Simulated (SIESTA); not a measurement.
**CsNiN under changes of volume**

One of the cells (31.114 Å³/atom); the others are scaled copies at fixed shape and fractional positions:

```xyz
3
Lattice="5.5736 0.0000 0.0000 -2.7868 4.8269 0.0000 0.0000 0.0000 3.4695" Properties=species:S:1:pos:R:3 pbc="T T T"
Cs    2.7868    1.6090    1.7347
Ni    0.0000    3.2179    0.0000
N     0.0000    3.2179    1.7347
```

The cell comes from a database or a generator and needn't be the stable form of this composition.

| Quantity | Value |
| --- | --- |
| Program | SIESTA 5.4.2 |
| Functional | PBE |
| Potentials or basis | PseudoDojo 0.4 standard (PBE files) |
| Basis | DZP (energy shift 0.003 Ry; two zetas on semicore shells; d shell added on Cs) |
| Grid cutoff | 800 Ry |
| Energy shift | 0.003 Ry |
| k mesh | 6 × 6 × 8 |
| Occupations | fermi-dirac, width 0.05 eV |
| Spin | collinear spin, ferromagnetic start |
| Starting moments | [0.0, 1.0, 0.0] μB |

```tsv
volume (Å³/atom)	energy over the lowest point (meV/atom)	pressure (GPa)	moment (μB per cell)
28.673	16.76	3.4	0.36
29.283	6.22	2.1	0.38
29.894	?	?	?
31.114	0.00	-0.9	0.42
31.724	4.93	-1.7	0.42
32.334	12.77	-2.4	0.43
```

Q: What does the run at 29.894 Å³/atom give?

A: Energy over the lowest point 0.19 meV/atom; pressure 1.0 GPa; moment 0.40 μB per cell.

Worked out: A Birch-Murnaghan fit of order 3 (a polynomial in V^(-2/3)) to the other rows has its minimum at 30.51 Å³/atom with B0 = V·E''(V) = 48 GPa and B' = 4.6 at fixed shape and positions, which overstates the stiffness. It gives 0.22 meV/atom at 29.894 Å³/atom, against the run's 0.19, and -dE/dV = 1.0 GPa, against 1.0. A parabola through the other rows of the moment, of slope 0.0234 μB per Å³/atom there, gives 0.40 μB, against the run's 0.40.

Energies are extrapolated to zero smearing.

Caveats: short orbitals over semicore shells can move pressures by several GPa; the basis of atomic orbitals isn't converged, which shifts pressures, moduli and gaps; a cell with one magnetic atom can't hold antiferromagnetic order, which such compounds often take (some runs).
